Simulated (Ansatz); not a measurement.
# LiSi2C2: the cost of one run

Computed with Ansatz 0.2.0 (DFT PBE, scalar-relativistic, plane waves, PAW, unless a step's input says otherwise).

### 1 The system as given

It takes space group Cm (No. 8, monoclinic). Conventional cell: a = 5.841 Å, b = 4.109 Å, c = 4.109 Å, α = 90.00°, β = 90.00°, γ = 90.00°. Li (site symmetry m) has 4 C at 2.23 to 2.45 Å and 6 Si at 2.23 to 2.44 Å in its first shell of neighbours. Si (site symmetry m) is surrounded by 2 C at 1.73 Å and 2 Si at 1.81 to 2.30 Å and 3 Li at 2.33 to 2.44 Å. Si (site symmetry m) has 2 C at 1.73 Å and 2 Si at 1.81 to 2.30 Å and 3 Li at 2.23 to 2.35 Å in its first shell of neighbours. C (site symmetry 1) has 1 C at 1.51 Å and 2 Si at 1.73 Å and 1 Li at 2.23 Å in its first shell of neighbours.

As a file:

```
Li Si C
1.0
     2.92033   -2.05470    0.00000
     2.92033    2.05470    0.00000
     0.00000    0.00000    4.10939
Li Si C
1 2 2
Direct
  0.85825 0.85825 0.52977
  0.50000 0.50000 0.27977
  0.50000 0.50000 0.72023
  0.18394 0.81606 0.00000
  0.81606 0.18394 0.00000
```

A structure generator made this guess: Li between sheets of the BC type, stage 1 (Cm, No. 8). Lengths come from tabulated atomic sizes and are only a guess.

### 2 Probe: one point on a coarse mesh

input.yaml reads:

```yaml
crystal:
  lattice:
    - [2.92033, -2.05469706, 0.0]
    - [2.92033, 2.05469706, 0.0]
    - [0.0, 0.0, 4.10939413]
  atoms:
    - { symbol: Li, position: [0.85825084, 0.85825084, 0.529774] }
    - { symbol: Si, position: [0.5, 0.5, 0.279774] }
    - { symbol: Si, position: [0.5, 0.5, 0.720226] }
    - { symbol: C, position: [0.18394202, 0.81605798, 0.0] }
    - { symbol: C, position: [0.81605798, 0.18394202, 0.0] }
basis:
  ecutwfc: 420
kpoints:
  mp_grid: { grid: [6, 6, 4] }
hamiltonian:
  xc: pbe
scf:
  occupations: { method: gaussian, width: 0.1 }
  lower_state_search: "off"
output:
  forces: true
  stress: true
  eigenvalues: true
```

The run is started by

```sh
$ ansatz run input.yaml --threads 1 --pin off --max-ram 2560MiB --backend cpu --events-out ev --progress --plain --runs-dir out
```

Q: Estimate wall time and peak memory on 1 thread of Arm Neoverse N1, shared host.

About 6.7 s, with a peak of 0.32 GiB.
